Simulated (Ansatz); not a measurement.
C2H9AsSi, SMILES CC[SiH2][AsH2], a comparison of dispersion corrections

Run with Ansatz 0.2.0, Python API.

`disp.py`
```python
# -*- coding: utf-8 -*-
"""Dispersion corrections for C2H9AsSi."""

import logging
import sys

import ansatz as az

logging.basicConfig(stream=sys.stdout, format="%(name)s: %(message)s")
logger = logging.getLogger("calc")
logger.setLevel(logging.INFO)

GEOMETRY = """
C    -1.92620   -0.07850    0.60720
C    -0.80860    0.39630   -0.31140
Si    0.77930   -0.53600    0.03110
As    2.44230    0.23440   -1.39110
H    -2.85440    0.48860    0.38450
H    -1.65250    0.09350    1.67020
H    -2.12490   -1.15990    0.44760
H    -1.10060    0.23210   -1.36990
H    -0.62990    1.48050   -0.15190
H     0.56570   -1.97290   -0.19610
H     1.18760   -0.31300    1.42590
H     2.56040    1.58220   -0.60730
H     3.56190   -0.44720   -0.53860
"""

c2h9assi = az.Crystal.molecule()
for line in GEOMETRY.strip().splitlines():
    symbol, *xyz = line.split()
    c2h9assi = c2h9assi.atom(symbol, [float(v) for v in xyz])

job = c2h9assi.calculation().basis(gaussian="def2-SVP")
for name in ["r2scan", "pbe"]:
    for correction in ("d3bj", "d4"):
        r = job.functional(name, dispersion=correction).run(threads=1).report
        logger.info(f"{name:8s} {correction:5s} total {r['free_energy_ev']:.5f} eV, of which dispersion {1000 * r['dispersion']['energy']['ev']:.2f} meV")
```

```console
$ python disp.py
DeckWarning: the engine holds no damping parameters fitted to this dispersion correction and functional, so the run takes those fitted to r2scan beside the three-body term, which d3bj leaves out (hamiltonian.dispersion, under Limitations)
calc: r2scan   d3bj  total -70926.24304 eV, of which dispersion -86.37 meV
calc: r2scan   d4    total -70926.22741 eV, of which dispersion -70.74 meV
calc: pbe      d3bj  total -70912.02412 eV, of which dispersion -299.91 meV
calc: pbe      d4    total -70912.00913 eV, of which dispersion -284.93 meV
```
(Warnings from the package without file and line.)

What to keep in mind:
- Total energies depend on the basis set; only differences at equal settings carry meaning.
- The geometry is a force-field or estimated start, not a minimum of this method, and the basis set is short of its limit. D4 holds the three-body term, and d3bj doesn't.
- A dispersion term here runs with damping parameters fitted for another variant or functional.
- Run time: 24 s on 1 thread of Arm Neoverse V1, with other jobs on the host, peak memory 0.25 GiB.
